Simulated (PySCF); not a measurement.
# BH2Br (SMILES BBr) at MP2/STO-3G

Aim: the energy change on altering one bond length of BH2Br at MP2/STO-3G, from 2 runs. 

The results are computed with PySCF 2.14.0.

5 further runs of the same task are left out: 5 set aside as unsound or not needed.

### 1 Starting point

BH2Br: 4 atoms, total charge 0, spin state singlet. As SMILES, `BBr`. The coordinates come from a PBE0-D4/def2-TZVP relaxation.

Bond lengths: B1–Br2 1.891 Å, B1–H3 1.188 Å, B1–H4 1.188 Å. Angles: Br2–B1–H3 117.8°, Br2–B1–H4 117.8°, H3–B1–H4 124.3°.

### 2 The energy at MP2/STO-3G

The input, geometry.xyz:

```xyz
4

B     -0.153900     0.025000    -0.096900
Br     1.470100    -0.363400     0.790800
H     -1.111200    -0.617300     0.191700
H     -0.149500     0.895400    -0.905900
```

The input, job.py:

```python
from pyscf import gto, scf, mp

molecule = gto.M(
    atom='geometry.xyz',
    basis='sto-3g',
    verbose=4,
    spin=0,
    max_memory=1860,
    charge=0,
)

calc0 = scf.RHF(molecule)
calc0.conv_tol = 1e-10
calc0.kernel()
if not calc0.converged:
    calc0 = calc0.newton().run(calc0.mo_coeff, calc0.mo_occ)

pt = mp.MP2(calc0, frozen=10).run()
e_tot = pt.e_tot
print(f'total energy: {e_tot:.8f} hartree')
```

Command:

```
$ OMP_NUM_THREADS=1 python job.py
```

What it wrote:

```text
PySCF version 2.14.0

[INPUT] num. atoms = 4
[INPUT] num. electrons = 42
[INPUT] charge = 0
[INPUT] spin (= nelec alpha-beta = 2S) = 0
[INPUT] symmetry False subgroup None
[INPUT] Mole.unit = angstrom
[INPUT] Symbol           X                Y                Z      unit          X                Y                Z       unit  Magmom
[INPUT]  1 B     -0.153900000000   0.025000000000  -0.096900000000 AA   -0.290828850571   0.047243153114  -0.183114461470 Bohr   0.0
[INPUT]  2 Br     1.470100000000  -0.363400000000   0.790800000000 AA    2.778086375723  -0.686726473667   1.494395419306 Bohr   0.0
[INPUT]  3 H     -1.111200000000  -0.617300000000   0.191700000000 AA   -2.099863669617  -1.166527936694   0.362260498079 Bohr   0.0
[INPUT]  4 H     -0.149500000000   0.895400000000  -0.905900000000 AA   -0.282514055622   1.692060771936  -1.711902896243 Bohr   0.0

nuclear repulsion = 67.5893265618627
number of shells = 13
number of NR pGTOs = 75
number of NR cGTOs = 25
basis = sto-3g
ecp = {}

******** <class 'pyscf.scf.hf.RHF'> ********
method = RHF
initial guess = minao
damping factor = 0
level_shift factor = 0
DIIS = <class 'pyscf.scf.diis.CDIIS'>
diis_start_cycle = 1
diis_space = 8
diis_damp = 0
SCF conv_tol = 1e-10
SCF conv_tol_grad = None
SCF max_cycles = 50
direct_scf = True
direct_scf_tol = 1e-13
Set gradient conv threshold to 1e-05
Initial guess from minao.
init E= -2566.39078531129
  HOMO = -0.425122157651481  LUMO = 0.0203555639797481  gap/eV = 12.12207
cycle= 1 E= -2570.13987381533  delta_E= -3.75  |g|= 0.359  |ddm|= 2.03
  HOMO = -0.26358756211529  LUMO = 0.137634242288394  gap/eV = 10.91780
cycle= 2 E= -2570.21150249705  delta_E= -0.0716  |g|= 0.0879  |ddm|= 0.896
  HOMO = -0.314172416083063  LUMO = 0.22236525441665  gap/eV = 14.59993
cycle= 3 E= -2570.21491861571  delta_E= -0.00342  |g|= 0.0211  |ddm|= 0.161
  HOMO = -0.319125452756026  LUMO = 0.218054100791275  gap/eV = 14.61740
cycle= 4 E= -2570.21522783287  delta_E= -0.000309  |g|= 0.00337  |ddm|= 0.0563
  HOMO = -0.318112067024275  LUMO = 0.218236447943103  gap/eV = 14.59479
cycle= 5 E= -2570.21524250686  delta_E= -1.47e-05  |g|= 0.00122  |ddm|= 0.0116
  HOMO = -0.317908387994772  LUMO = 0.218413122335154  gap/eV = 14.59405
cycle= 6 E= -2570.21524439014  delta_E= -1.88e-06  |g|= 0.000125  |ddm|= 0.00547
  HOMO = -0.317925058690915  LUMO = 0.218386385405569  gap/eV = 14.59378
cycle= 7 E= -2570.21524440672  delta_E= -1.66e-08  |g|= 7.38e-06  |ddm|= 0.000543
  HOMO = -0.317928311602344  LUMO = 0.218388735864812  gap/eV = 14.59393
cycle= 8 E= -2570.21524440676  delta_E= -4.41e-11  |g|= 6.72e-07  |ddm|= 2.8e-05
  HOMO = -0.317928188565891  LUMO = 0.218388708175652  gap/eV = 14.59393
Extra cycle  E= -2570.21524440676  delta_E=    0  |g|= 2.06e-07  |ddm|= 1.45e-06
converged SCF energy = -2570.21524440676

******** <class 'pyscf.mp.mp2.RMP2'> ********
nocc = 11, nmo = 15
frozen orbitals 10
E(RMP2) = -2570.26136816532  E_corr = -0.0461237585598374
E(SCS-RMP2) = -2570.26595426319  E_corr = -0.0507098564289024
E_corr(same-spin) = -0.00535229289565666
E_corr(oppo-spin) = -0.0407714656641807
total energy: -2570.26136817 hartree
```

It took 0.85 s on 1 thread of Intel Xeon 6975P-C (Granite Rapids), shared host; peak memory 0.12 GiB.

### 3 The distorted shape, same level

The input, input.py:

```python
from pyscf import gto, mp

mol = gto.M(
    atom='''
B      0.071033     0.290035    -0.292206
Br     3.139948    -0.443934     1.385303
H     -2.099864    -1.166528     0.362260
H      0.079348     1.934853    -1.820995
''',
    max_memory=1860,
    basis='sto-3g',
    charge=0,
    verbose=3,
    unit='bohr',
)

mf = mol.RHF()
mf.conv_tol = 1e-10
mf.kernel()
if not mf.converged:
    mf = mf.newton().run(mf.mo_coeff, mf.mo_occ)

pt = mp.MP2(mf, frozen=10).run()
e_tot = pt.e_tot
print('E = %.10f Eh' % e_tot)
```

Command:

```
$ OMP_NUM_THREADS=1 python input.py
```

What it wrote:

```text
converged SCF energy = -2570.18256194614
E(RMP2) = -2570.23431584228  E_corr = -0.0517538961388044
E(SCS-RMP2) = -2570.23958665721  E_corr = -0.0570247110712203
E = -2570.2343158423 Eh
```

Wall time 0.58 s (1 thread of Intel Xeon 6975P-C (Granite Rapids), shared host); peak memory 0.12 GiB.

### 4 Summary of results

At MP2/STO-3G, 10 core orbitals frozen:

| quantity | value |
| --- | --- |
| first shape: total energy | -2570.26137 Eh |
| first shape: dipole moment (Hartree–Fock density) | 0.98 D |
| first shape: HOMO energy (Hartree–Fock orbitals) | -8.65 eV |
| first shape: LUMO energy (Hartree–Fock orbitals) | 5.94 eV |
| first shape: HOMO–LUMO gap (Hartree–Fock orbitals) | 14.59 eV |
| first shape: correlation energy (10 core orbitals frozen) | -46.1 mEh |
| distorted shape: total energy | -2570.23432 Eh |
| distorted shape: dipole moment (Hartree–Fock density) | 0.92 D |
| distorted shape: HOMO energy (Hartree–Fock orbitals) | -8.58 eV |
| distorted shape: LUMO energy (Hartree–Fock orbitals) | 6.01 eV |
| distorted shape: HOMO–LUMO gap (Hartree–Fock orbitals) | 14.59 eV |
| distorted shape: correlation energy (10 core orbitals frozen) | -51.8 mEh |
| energy change with the B1–H3 bond stretched from 1.188 to 1.426 Å | 0.736 eV |

What this shows: With the B1–H3 bond stretched from 1.188 to 1.426 Å the energy rises by 0.74 eV (71.0 kJ/mol). The first shape isn't relaxed at this level, so the change isn't measured from a minimum. The minimal basis adds a large error of its own.
